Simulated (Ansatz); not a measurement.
**Si₄H₈O: basis-set convergence**

The task here is to estimate one member of a computed series from the others.

Method: one geometry, several basis sets; program: Ansatz 0.2.0, Gaussian basis.

Levels to be run: PBE0-D4/def2-SVP; ωB97M-V/def2-SVP; PBE0-D4/def2-QZVPP; ωB97M-V/def2-QZVPP; the functionals' def2-TZVPP values are taken from earlier runs.

**The relaxed structure**

The geometry comes from an earlier relaxation with PBE0-D4 in a triple-zeta def2 set; it is a stationary point, not always the lowest conformer.

13 atoms, charge 0, spin multiplicity 1.

Atoms are counted from 1 here; the program's logs count them from 0.

Bond lengths: Si1–Si2 2.340 Å, Si1–H6 1.486 Å, Si1–H7 1.488 Å, Si1–H8 1.484 Å, Si2–Si3 2.334 Å, Si2–H9 1.487 Å, Si2–H10 1.490 Å, Si3–O4 1.647 Å, Si3–Si5 2.474 Å, Si3–H11 1.484 Å, Si3–H13 1.576 Å, O4–Si5 1.723 Å, Si5–H12 1.549 Å. Angles: Si2–Si1–H6 108.7°, Si2–Si1–H7 109.8°, Si2–Si1–H8 110.4°, H6–Si1–H7 108.9°, H6–Si1–H8 109.7°, H7–Si1–H8 109.3°, Si1–Si2–Si3 106.4°, Si1–Si2–H9 112.5°, Si1–Si2–H10 110.4°, Si3–Si2–H9 109.9°, Si3–Si2–H10 109.3°, H9–Si2–H10 108.3°, Si2–Si3–O4 112.9°, Si2–Si3–Si5 114.7°, Si2–Si3–H11 118.7°, Si2–Si3–H13 110.7°, O4–Si3–Si5 44.0°, O4–Si3–H11 112.8° and more.

Coordinates:

```mol
H8OSi4
  3D, bonds by distance, orders not assigned

 13 13  0  0  0  0  0  0  0  0999 V2000
   -1.8217    0.9615    0.5090 Si  0  0
    0.3863    1.2987   -0.1901 Si  0  0
    1.5241   -0.6944    0.2368 Si  0  0
    0.5400   -1.8844    0.8107 O   0  0
    0.4498   -2.7197   -0.6940 Si  0  0
   -1.8259    0.7199    1.9752 H   0  0
   -2.6340    2.1735    0.2183 H   0  0
   -2.4136   -0.2046   -0.1919 H   0  0
    0.4800    1.6363   -1.6356 H   0  0
    1.0158    2.4021    0.5893 H   0  0
    2.8259   -0.6343    0.9464 H   0  0
   -0.3821   -1.6547   -1.4505 H   0  0
    1.8760   -1.4346   -1.1090 H   0  0
  1  2  8  0
  1  6  8  0
  1  7  8  0
  1  8  8  0
  2  3  8  0
  2  9  8  0
  2 10  8  0
  3  4  8  0
  3  5  8  0
  3 11  8  0
  3 13  8  0
  4  5  8  0
  5 12  8  0
M  END
```

Set-up of the first run:

in.yaml reads:

```yaml
crystal:
  periodic: [false, false, false]
  atoms:
    - {symbol: Si, position_ang: [-1.821716, 0.961501, 0.509018]}
    - {symbol: Si, position_ang: [0.386295, 1.298725, -0.190086]}
    - {symbol: Si, position_ang: [1.524126, -0.694381, 0.236845]}
    - {symbol: O, position_ang: [0.540015, -1.884441, 0.810749]}
    - {symbol: Si, position_ang: [0.449807, -2.719718, -0.694028]}
    - {symbol: H, position_ang: [-1.825938, 0.719894, 1.975224]}
    - {symbol: H, position_ang: [-2.634005, 2.173495, 0.218267]}
    - {symbol: H, position_ang: [-2.413632, -0.204613, -0.191940]}
    - {symbol: H, position_ang: [0.480018, 1.636292, -1.635648]}
    - {symbol: H, position_ang: [1.015780, 2.402114, 0.589295]}
    - {symbol: H, position_ang: [2.825908, -0.634344, 0.946408]}
    - {symbol: H, position_ang: [-0.382114, -1.654670, -1.450451]}
    - {symbol: H, position_ang: [1.875955, -1.434557, -1.108950]}
basis:
  gaussian: {orbitals: def2-SVP}
hamiltonian: {xc: pbe0, dispersion: d4}
output: {orbitals: {seedname: orbitals}}
```

On the command line:

```sh
ansatz run in.yaml --threads 4 --pin off --events-out ev --progress --plain --max-ram 10444MiB
```

Steps of the session up to this table: PBE0-D4 in def2-SVP; ωB97M-V in def2-SVP; PBE0-D4 in def2-QZVPP; ωB97M-V in def2-QZVPP.

One of the session's tables, all rows but one given; the rest of the session is left out.

It belongs to the step «Density functionals: the series». 

| functional | basis | HOMO (eV) | LUMO (eV) |
| --- | --- | --- | --- |
| PBE0-D4 | def2-SVP | -6.45 | -1.80 |
| PBE0-D4 | def2-TZVPP | -6.49 | -1.84 |
| PBE0-D4 | def2-QZVPP | -6.51 | -1.87 |
| ωB97M-V | def2-SVP | -8.49 | 0.21 |
| ωB97M-V | def2-TZVPP | -8.57 | 0.04 |
| ωB97M-V | def2-QZVPP | ? | ? |

**Question.** Estimate the row for ωB97M-V, def2-QZVPP.

**Answer.** HOMO (eV): -8.59; LUMO (eV): -0.04. In the column «HOMO (eV)» it is the lowest.
